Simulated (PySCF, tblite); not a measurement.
**C3H10BClS: geometry, infrared bands and NMR shifts**

Aim: predict the infrared bands and NMR shifts of C3H10BClS (`CC[S@+](C)[BH2-]Cl`).

Programs: tblite 0.8.0 and PySCF 2.14.0, with density-fitted response routines of our own. Each step states its level of theory. These are calculated values for one molecule in the gas phase, unless marked as measured. Atoms are numbered from 0 throughout.

### Step 1. The starting structure

16 atoms, charge 0, multiplicity 1; geometry from: force field or distance geometry start.

Bonds of the start (Å): C0–C1 1.52, C1–S2 1.74, S2–C3 1.77, S2–B4 1.83, B4–Cl5 1.84, C0–H6 1.10, C0–H7 1.10, C0–H8 1.11, C1–H9 1.10, C1–H10 1.14, C3–H11 1.09, C3–H12 1.11, C3–H13 1.12, B4–H14 1.19, B4–H15 1.20.

### Step 2. Geometry optimisation with GFN2-xTB

The job: settings as JSON, then the geometry in Å.

```
{"job": {"kind": "relax", "xc": "GFN2-xTB", "basis": "xTB"}, "charge": 0, "multiplicity": 1}
C      1.815400    -0.554700    -0.251400
C      0.873600    -0.452400     0.937900
S     -0.744800     0.053900     0.540300
C     -1.578600    -1.010300    -0.597500
B     -0.929000     1.831900     0.172300
Cl     0.603300     2.619400    -0.477400
H      1.349500    -1.007800    -1.137400
H      2.672300    -1.160900     0.079900
H      2.213800     0.464900    -0.431000
H      1.273700     0.132900     1.779400
H      0.793600    -1.521900     1.317600
H     -0.994400    -1.245600    -1.487300
H     -2.581700    -0.641000    -0.887100
H     -1.728500    -1.989500    -0.069700
H     -1.259200     2.438500     1.144900
H     -1.786500     2.051600    -0.644800
```

Command:

```
> OMP_NUM_THREADS=1 python probes_run.py task.json out
```

This one command runs all jobs of the session in turn.

**Question.** This job is followed by: GFN2-xTB harmonic vibrations, gas phase; GIAO PBE0/pcSseg-1 NMR shielding, non-relativistic, gas phase. What will the session give for the following? strongest single infrared mode (GFN2-xTB); zero-point energy (GFN2-xTB); 13C shifts against TMS (PBE0/pcSseg-1); 1H shifts against TMS (PBE0/pcSseg-1, means over atoms taken as alike); 33S shifts against CS2 (PBE0/pcSseg-1); 11B shifts against BF3·OEt2 (PBE0/pcSseg-1); 35Cl shifts against HCl (PBE0/pcSseg-1).

As calculated:

| quantity | value |
| --- | --- |
| strongest single infrared mode (GFN2-xTB) | 1009 cm⁻¹, 208 km/mol |
| zero-point energy (GFN2-xTB) | 79.6 kcal/mol |
| 13C shifts against TMS (PBE0/pcSseg-1) | 42.0, 17.3, 11.3 ppm |
| 1H shifts against TMS (PBE0/pcSseg-1, means over atoms taken as alike) | 3.63, 3.51, 2.71, 2.65, 2.38, 1.68 ppm |
| 33S shifts against CS2 (PBE0/pcSseg-1) | -6 ppm |
| 11B shifts against BF3·OEt2 (PBE0/pcSseg-1) | -10.2 ppm |
| 35Cl shifts against HCl (PBE0/pcSseg-1) | -43 ppm |

**Reading.** Relaxing lowered the energy by 1.164 eV in 162 steps; the close pair that moved most is S2–B4, from 1.825 to 2.014 Å. No mode is imaginary among the 42: a minimum at this level. The strongest single mode, at 1009 cm⁻¹, moves mainly H15 and H14. GFN2-xTB is a fitted tight-binding method: band positions and strengths are rough. Its intensities can rank the bands wrongly.
